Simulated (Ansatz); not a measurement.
# GaBHCl+ (quartet): wave-function methods side by side, cc-pVDZ

Aim: climb from Hartree-Fock through coupled cluster for GaBHCl+ (quartet) at one geometry and basis, and see what each rung misses.

Method: cc-pVDZ, core rule «outside noble gas», up to 20 orbitals frozen; program: Ansatz 0.2.0, Gaussian basis.

To be run: UHF; CCSD(T) on ROHF; CCSD(T) on UHF; BCCD(T) on ROHF; CISD as a restricted active space (open shells left free, so some higher excitations enter); CCSDT(Q) on ROHF; CCSDT(Q) on UHF.

26 further runs of the same task are left out: 2 for a known fault of the program, 13 that didn't finish, 11 set aside as unsound or not needed. Runs told in other sessions of the task aren't counted.

## (1) What is computed

The geometry is a PBE0/def2-TZVP stationary point (not a proven minimum) of the parent state, kept for this charge and spin. No spin-orbit coupling is included. The filled d shell of Ga may be among the frozen orbitals whatever the setting's name suggests.

4 atoms, charge 1, spin multiplicity 4.

Atoms are counted from 1 here; the program's logs count them from 0.

Bond lengths: B1–Ga2 1.909 Å, B1–H4 1.183 Å, Ga2–Cl3 2.110 Å. Angles: Ga2–B1–H4 148.6°, B1–Ga2–Cl3 161.5°.

## (2) UHF

Input file in.yaml:

```yaml
crystal:
  periodic: [false, false, false]
  atoms:
    - {symbol: B, position_ang: [0.000000, -0.342826, 2.296381]}
    - {symbol: Ga, position_ang: [0.000000, 0.098129, 0.439441]}
    - {symbol: Cl, position_ang: [0.000000, -0.089117, -1.661752]}
    - {symbol: H, position_ang: [0.000000, 0.023715, 3.421568]}
basis:
  gaussian: {orbitals: cc-pVDZ}
total_charge: 1
magnetization: {spin_polarized: true, initial_magnetization: 3}
hamiltonian: {xc: hf}
output: {orbitals: {seedname: orbitals}}
```

Run with:

```console
ansatz run in.yaml --threads 1 --pin off --events-out ev --progress --plain --max-ram 2393MiB
```

The runs that follow: CCSD(T) on ROHF; CCSD(T) on UHF; BCCD(T) on ROHF; CISD as a restricted active space (open shells left free, so some higher excitations enter); CCSDT(Q) on ROHF; CCSDT(Q) on UHF.

Before running them: what should the planned runs give, taken together? Wanted: UCCSDT(Q) from the RHF energy; RMP2 from UCCSDT(Q); UMP2 from UCCSDT(Q); RCCSD from UCCSDT(Q); RCCSD(T) from UCCSDT(Q); UCCSD(T) from UCCSDT(Q); RCCSDT(Q) from UCCSDT(Q); T1 diagnostic.

As calculated:

| quantity | value |
| --- | --- |
| UCCSDT(Q) from the ROHF energy | -7.3080 eV |
| RMP2 from UCCSDT(Q) | +30.34 kcal/mol |
| UMP2 from UCCSDT(Q) | +29.84 kcal/mol |
| RCCSD from UCCSDT(Q) | +7.32 kcal/mol |
| RCCSD(T) from UCCSDT(Q) | +1.92 kcal/mol |
| UCCSD(T) from UCCSDT(Q) | +1.77 kcal/mol |
| RCCSDT(Q) from UCCSDT(Q) | +0.25 kcal/mol |
| levels within 1 kcal/mol (43 meV) | RCCSDT, UCCSDT, RCCSDT(Q) |
| T1 diagnostic | 0.043 |

In words: RCCSD(T) lands +1.92 kcal/mol from the yardstick (1.1 % of the correlation energy). These misses are within one basis, not against nature; the frozen cores of restricted and unrestricted runs differ, which can shift their rows.
